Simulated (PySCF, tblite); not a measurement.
# C₂H₁₂N₂Si₃: geometry, infrared bands and NMR shifts

Wanted: the infrared bands and NMR shifts of C₂H₁₂N₂Si₃ (`C=N[SiH2]N([SiH3])[SiH2]C`), by calculation.

Computed with tblite 0.8.0 and PySCF 2.14.0, with density-fitted response routines of our own, on a single molecule in the gas phase. Atoms are numbered from 0 throughout.

## (1) Starting geometry

19 atoms, charge 0, multiplicity 1; geometry from: force field or distance geometry start.

Bonds of the start (Å): C0–N1 1.30, N1–Si2 1.72, Si2–N3 1.68, N3–Si4 1.69, N3–Si5 1.70, Si5–C6 1.85, C0–H7 1.11, C0–H8 1.11, Si2–H9 1.47, Si2–H10 1.49, Si4–H11 1.48, Si4–H12 1.48, Si4–H13 1.49, Si5–H14 1.48, Si5–H15 1.47, C6–H16 1.10, C6–H17 1.10, C6–H18 1.09.

## (2) Geometry optimisation with GFN2-xTB

Job settings and geometry (Å):

```
{"job": {"kind": "relax", "xc": "GFN2-xTB", "basis": "xTB"}, "charge": 0, "multiplicity": 1}
C      2.540100     0.730800     1.009900
N      1.678400     1.319200     0.226300
Si     1.007000     0.332700    -1.015600
N     -0.072100    -0.699400    -0.250100
Si    -0.419700    -1.976300    -1.302800
Si    -1.519200     0.082000     0.166900
C     -1.369700     1.256800     1.587700
H      3.001900     1.318000     1.830200
H      2.850600    -0.327900     0.937200
H      2.124700    -0.410200    -1.613100
H      0.343900     1.189900    -2.036800
H      0.827000    -2.712600    -1.619600
H     -1.331700    -2.948000    -0.651200
H     -1.020300    -1.482100    -2.574800
H     -2.500000    -0.938100     0.591700
H     -2.107900     0.757100    -1.001700
H     -2.359800     1.585500     1.925200
H     -0.879000     0.776700     2.447600
H     -0.803900     2.154900     1.335600
```

Launch:

```console
$ OMP_NUM_THREADS=1 python probes_run.py task.json out
```

One launch serves the whole session: the jobs run in the order shown.

**Question.** This job is followed by: GFN2-xTB harmonic vibrations, gas phase; GIAO PBE0/pcSseg-1 NMR shielding, non-relativistic, gas phase. What will the session give for the following? strongest single infrared mode (GFN2-xTB); zero-point energy (GFN2-xTB); 13C shifts against TMS (PBE0/pcSseg-1); 1H shifts against TMS (PBE0/pcSseg-1, means over atoms taken as alike); 15N shifts against NH3 (PBE0/pcSseg-1); 29Si shifts against TMS (PBE0/pcSseg-1); surface potential, 1st and 99th percentile.

The runs gave:

| quantity | value |
| --- | --- |
| strongest single infrared mode (GFN2-xTB) | 2234 cm⁻¹, 589 km/mol |
| zero-point energy (GFN2-xTB) | 80.9 kcal/mol |
| 13C shifts against TMS (PBE0/pcSseg-1) | 170.8, 0.8 ppm |
| 1H shifts against TMS (PBE0/pcSseg-1, means over atoms taken as alike) | 8.68, 8.63, 5.36, 5.11, 4.70, 0.39 ppm |
| 15N shifts against NH3 (PBE0/pcSseg-1) | 427.6, 23.3 ppm |
| 29Si shifts against TMS (PBE0/pcSseg-1) | -15.2, -29.3, -50.3 ppm |
| surface potential, 1st and 99th percentile | -1.11 V and 1.15 V |

In words: Over 277 steps the energy fell by 0.937 eV; of the close pairs, Si2–N3 changed most, 1.678 to 1.743 Å. All 51 modes are real, so the xTB geometry is a minimum. The strongest single mode, at 2234 cm⁻¹, moves mainly H13. GFN2-xTB is a fitted tight-binding method: band positions and strengths are rough. Its intensities can rank the bands wrongly. At PBE0/pcSseg-1: Shielding is most anisotropic at N1 (span 829 ppm, paramagnetic term -494 ppm). At PBE0/pcSseg-1, counted by nearest atom on the grid, the HOMO lies on N1 58 %; H7, H8 about 9 % each, the LUMO on C0 34 %; N1 30 %.
